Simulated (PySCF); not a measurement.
# C₇H₈B₂: electronic excitations

What electronic excitations should C₇H₈B₂ (`BC#C/C=C(\BC)C#C`) show?

The runs use PySCF 2.14.0, with density-fitted response routines of our own; the level of theory stands in each step. All values are computed, except where a source is named. Atoms are numbered from 0 throughout.

### 1 Starting geometry

17 atoms, charge 0, multiplicity 1; geometry from: GFN2-xTB.

Bonds of the start (Å): B0–C1 1.49, C1–C2 1.22, C2–C3 1.39, C3–C4 1.36, C4–B5 1.55, B5–C6 1.57, C4–C7 1.42, C7–C8 1.20, B0–H9 1.17, B0–H10 1.17, C3–H11 1.09, B5–H12 1.17, C6–H13 1.09, C6–H14 1.09, C6–H15 1.09, C8–H16 1.05.

### 2 Excited states and response: CAM-B3LYP/def2-SVPD

What the job is given:

```
{"job": {"kind": "uv", "xc": "CAM-B3LYP", "basis": "def2-SVPD", "nstates": 8, "ntriplets": 3}, "charge": 0, "multiplicity": 1}
B      4.254056    -0.141059    -0.272251
C      2.844586    -0.551864    -0.044588
C      1.680071    -0.870773     0.134722
C      0.375441    -1.307276     0.342671
C     -0.725120    -0.507279     0.411620
B     -0.673738     1.036619     0.252562
C     -1.992119     1.878420     0.402114
C     -1.968640    -1.144947     0.637253
C     -3.033928    -1.670189     0.821777
H      4.993804    -0.082130     0.632710
H      4.612326     0.113099    -1.356963
H      0.279404    -2.383727     0.462974
H      0.353211     1.539754    -0.009840
H     -2.629218     1.520940     1.209679
H     -1.827276     2.943857     0.541218
H     -2.584431     1.764257    -0.508141
H     -3.965426    -2.125672     0.982037
```

Level: TDDFT CAM-B3LYP/def2-SVPD, vertical, gas phase, core orbitals frozen in the response.

Run with:

```sh
$ OMP_NUM_THREADS=1 python probes_run.py task.json out
```

The driver reads the jobs from task.json and runs them one after another.

Predict these results of the whole session: lowest singlet (CAM-B3LYP/def2-SVPD); brightest single state of those computed; lowest triplet.

The runs gave:

```
                                quantity                        value
    lowest singlet (CAM-B3LYP/def2-SVPD)  3.41 eV (364 nm), f = 0.039
brightest single state of those computed  state 2, 4.05 eV, f = 0.386
                          lowest triplet                      2.29 eV
```

In words: The lowest singlet, at 3.41 eV, is HOMO→LUMO+1 0.45, HOMO→LUMO 0.39 and is weak; of the 8 states computed, the strongest absorption comes from state 2 at 4.05 eV. The lowest triplet lies 1.11 eV below the lowest singlet (triplets in Tamm-Dancoff, singlets in full TDDFT).
